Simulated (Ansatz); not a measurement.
# C2H6F2Sn: a ladder of functionals and wavefunction methods

One table from this session's results is given with a row withheld; the runs are named, their logs left out.

The runs use Ansatz 0.2.0, Gaussian basis; functionals in def2-TZVPP, the program's frozen cores in correlated methods.

Plan: LDA (SPW92), PBE-D4, revPBE-D4, BLYP-D4, r2SCAN-D4, B97M-V, PBE0-D4, B3LYP-D4, r2SCANh-D4, r2SCAN0-D4, HSE06-D4, BHLYP-D4, CAM-B3LYP-D4, LC-ωPBE, ωB97X-V, ωB97M-V, B2PLYP, PBE-QIDH; CCSD(T)/def2-SVP; CCSD(T)/def2-TZVPP; MP2/def2-QZVPP; extrapolation to the limit; RPA on PBE.

**The relaxed structure**

The geometry comes from an earlier relaxation with PBE0-D4 in a triple-zeta def2 set; it is a stationary point, not always the lowest conformer. Sn takes the def2 core potential; no spin-orbit term is included.

SMILES `[CH3][Sn]([CH3])([F])[F]`, 11 atoms, charge 0, spin multiplicity 1.

Atoms are counted from 1 here; the program's logs count them from 0.

Bond lengths: C1–Sn2 2.114 Å, C1–H6 1.090 Å, C1–H7 1.090 Å, C1–H8 1.089 Å, Sn2–C3 2.114 Å, Sn2–F4 1.922 Å, Sn2–F5 1.922 Å, C3–H9 1.089 Å, C3–H10 1.090 Å, C3–H11 1.090 Å. Angles: Sn2–C1–H6 110.0°, Sn2–C1–H7 110.0°, Sn2–C1–H8 107.8°, H6–C1–H7 109.8°, H6–C1–H8 109.6°, H7–C1–H8 109.6°, C1–Sn2–C3 127.1°, C1–Sn2–F4 106.1°, C1–Sn2–F5 106.1°, C3–Sn2–F4 106.1°, C3–Sn2–F5 106.1°, F4–Sn2–F5 102.8°, Sn2–C3–H9 107.8°, Sn2–C3–H10 110.0°, Sn2–C3–H11 110.0°, H9–C3–H10 109.6°, H9–C3–H11 109.6°, H10–C3–H11 109.8°.

Coordinates:

```mol
C2H6F2Sn
  3D, bonds by distance, orders not assigned

 11 10  0  0  0  0  0  0  0  0999 V2000
   -1.8237    0.5308    0.3219 C   0  0
    0.0700    0.1274   -0.5271 Sn  0  0
    1.7441   -0.7307    0.4379 C   0  0
   -0.2610   -0.9520   -2.0826 F   0  0
    0.6809    1.7858   -1.2825 F   0  0
   -2.2771   -0.3938    0.6776 H   0  0
   -1.7192    1.2324    1.1489 H   0  0
   -2.4495    0.9704   -0.4540 H   0  0
    2.5520   -0.7933   -0.2902 H   0  0
    1.4960   -1.7292    0.7961 H   0  0
    2.0531   -0.1048    1.2744 H   0  0
  1  2  8  0
  2  3  8  0
  2  4  8  0
  2  5  8  0
  1  6  8  0
  1  7  8  0
  1  8  8  0
  3  9  8  0
  3 10  8  0
  3 11  8  0
M  END
```

The first run:

in.yaml reads:

```yaml
crystal:
  periodic: [false, false, false]
  atoms:
    - {symbol: C, position_ang: [-1.823714, 0.530810, 0.321899]}
    - {symbol: Sn, position_ang: [0.070017, 0.127364, -0.527110]}
    - {symbol: C, position_ang: [1.744059, -0.730660, 0.437867]}
    - {symbol: F, position_ang: [-0.261004, -0.951999, -2.082629]}
    - {symbol: F, position_ang: [0.680898, 1.785832, -1.282455]}
    - {symbol: H, position_ang: [-2.277111, -0.393828, 0.677583]}
    - {symbol: H, position_ang: [-1.719185, 1.232359, 1.148906]}
    - {symbol: H, position_ang: [-2.449478, 0.970375, -0.453981]}
    - {symbol: H, position_ang: [2.551973, -0.793316, -0.290237]}
    - {symbol: H, position_ang: [1.495991, -1.729237, 0.796116]}
    - {symbol: H, position_ang: [2.053055, -0.104801, 1.274442]}
basis:
  gaussian: {orbitals: def2-TZVPP}
hamiltonian: {xc: lda}
output: {orbitals: {seedname: orbitals}}
```

Among the steps run: LDA; PBE-D4 (GGA); revPBE-D4 (GGA); BLYP-D4 (GGA); r2SCAN-D4 (meta-GGA); B97M-V (meta-GGA); PBE0-D4 (hybrid); B3LYP-D4 (hybrid); r2SCANh-D4 (hybrid); r2SCAN0-D4 (hybrid); HSE06-D4 (hybrid); BHLYP-D4 (hybrid); CAM-B3LYP-D4 (range-separated); LC-ωPBE-D4 (range-separated; the results give it without D4); ωB97X-V (range-separated); ωB97M-V (range-separated); B2PLYP (double hybrid); PBE-QIDH (double hybrid).

One table of the session follows, with a row left open; its other results are not shown here.

It belongs to the step «Orbital energies across the functionals». 

| functional | HOMO (eV) | gap (eV) |
| --- | --- | --- |
| LDA (SPW92) | -7.58 | 5.86 |
| PBE-D4 | -7.38 | 5.93 |
| revPBE-D4 | -7.31 | 5.97 |
| BLYP-D4 | -7.26 | 5.81 |
| r2SCAN-D4 | -7.68 | 6.60 |
| B97M-V | -7.75 | 6.49 |
| PBE0-D4 | ? | ? |
| B3LYP-D4 | -8.49 | 7.63 |
| r2SCANh-D4 | -8.18 | 7.44 |
| r2SCAN0-D4 | -8.92 | 8.67 |
| HSE06-D4 | -8.33 | 7.46 |
| BHLYP-D4 | -9.90 | 10.21 |
| CAM-B3LYP-D4 | -10.06 | 10.46 |
| LC-ωPBE | -11.38 | 13.15 |
| ωB97X-V | -11.01 | 12.57 |
| ωB97M-V | -10.89 | 12.14 |

Q: Estimate the row for PBE0-D4 from the others.

As computed: HOMO (eV): -8.72; gap (eV): 8.23. In the column «HOMO (eV)» it lies between r2SCAN0-D4 (-8.92) and B3LYP-D4 (-8.49).
